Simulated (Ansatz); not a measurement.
**HfHO+ (singlet): the correlation ladder, def2-SVP**

Aim: climb from Hartree-Fock through coupled cluster and multireference methods for HfHO+ (singlet) at one geometry and basis, and see what each rung misses.

Computed with Ansatz 0.2.0, Gaussian basis. Level: def2-SVP, core rule «outside noble gas», up to 5 orbitals frozen.

To be run: UHF; CCSD(T) on RHF; CCSD(T) on UHF; CISD; CCSDT(Q) on RHF; CCSDT(Q) on UHF; CCSDTQ on RHF; CASSCF and MRCISD+Q, 10 electrons in 11 orbitals; CASSCF and NEVPT4(SD), 10 electrons in 11 orbitals; CASSCF and NEVPT2, 10 electrons in 11 orbitals.

6 further runs of the same task are left out: 3 for a known fault of the program, 3 set aside as unsound or not needed.

## 1. The geometry

The geometry is a PBE0/def2-TZVP stationary point (not a proven minimum). No spin-orbit coupling is included. Elements past krypton take def2 core potentials.

3 atoms, charge 1, spin multiplicity 1.

Atoms are counted from 1 here; the program's logs count them from 0.

Bond lengths: Hf1–O2 1.794 Å, O2–H3 0.965 Å. Angles: Hf1–O2–H3 180.0°.

## 2. UHF

Input file in.yaml:

```yaml
crystal:
  periodic: [false, false, false]
  atoms:
    - {symbol: Hf, position_ang: [0.000000, 0.000000, 1.517667]}
    - {symbol: O, position_ang: [0.000000, 0.000000, -0.276433]}
    - {symbol: H, position_ang: [0.000000, 0.000000, -1.241233]}
basis:
  gaussian: {orbitals: def2-SVP}
total_charge: 1
magnetization: {spin_polarized: true, initial_magnetization: 0}
hamiltonian: {xc: hf}
output: {orbitals: {seedname: orbitals}}
```

Command:

```console
ansatz run in.yaml --threads 1 --pin off --events-out ev --progress --plain --max-ram 2816MiB --backend cpu
```

After this run come: CCSD(T) on RHF; CCSD(T) on UHF; CISD; CCSDT(Q) on RHF; CCSDT(Q) on UHF; CCSDTQ on RHF; CASSCF and MRCISD+Q, 10 electrons in 11 orbitals; CASSCF and NEVPT4(SD), 10 electrons in 11 orbitals; CASSCF and NEVPT2, 10 electrons in 11 orbitals.

**Question.** What will the summary of the whole plan be? Wanted: RCCSDTQ below the RHF energy; RMP2 from RCCSDTQ; UMP2 from RCCSDTQ; RCCSD from RCCSDTQ; RCCSD(T) from RCCSDTQ; UCCSD(T) from RCCSDTQ; RCCSDT(Q) from RCCSDTQ; UCCSDT(Q) from RCCSDTQ; NEVPT2 valence from RCCSDTQ.

The runs gave:

```
                         quantity                                   value
     RCCSDTQ below the RHF energy                              -7.3464 eV
                RMP2 from RCCSDTQ                            +54.1 kJ/mol
                UMP2 from RCCSDTQ                            +52.1 kJ/mol
               RCCSD from RCCSDTQ                            +27.4 kJ/mol
            RCCSD(T) from RCCSDTQ                             +3.1 kJ/mol
            UCCSD(T) from RCCSDTQ                             +7.5 kJ/mol
           RCCSDT(Q) from RCCSDTQ                             -0.3 kJ/mol
           UCCSDT(Q) from RCCSDTQ                             +3.4 kJ/mol
      NEVPT2 valence from RCCSDTQ                            +74.0 kJ/mol
  NEVPT4(SD) valence from RCCSDTQ                            +14.3 kJ/mol
    MRCISD+Q valence from RCCSDTQ                             +6.0 kJ/mol
levels within 1 kcal/mol (43 meV)  RCCSD(T), RCCSDT, RCCSDT(Q), UCCSDT(Q)
                    T1 diagnostic                                   0.024
   effectively unpaired electrons                                    0.38
```

**Reading.** RCCSD(T) misses by +3.1 kJ/mol, 0.4 % of the correlation energy. CCSD(T) misses by +3.1 kJ/mol on the restricted determinant and by +7.5 kJ/mol on the unrestricted one; the two need not hold the same state or core. The occupations show some static correlation. Of the multireference levels listed MRCISD+Q valence comes nearest in total energy (+6.0 kJ/mol), which doesn't show that its space is the better one. These misses are within one basis, not against nature.
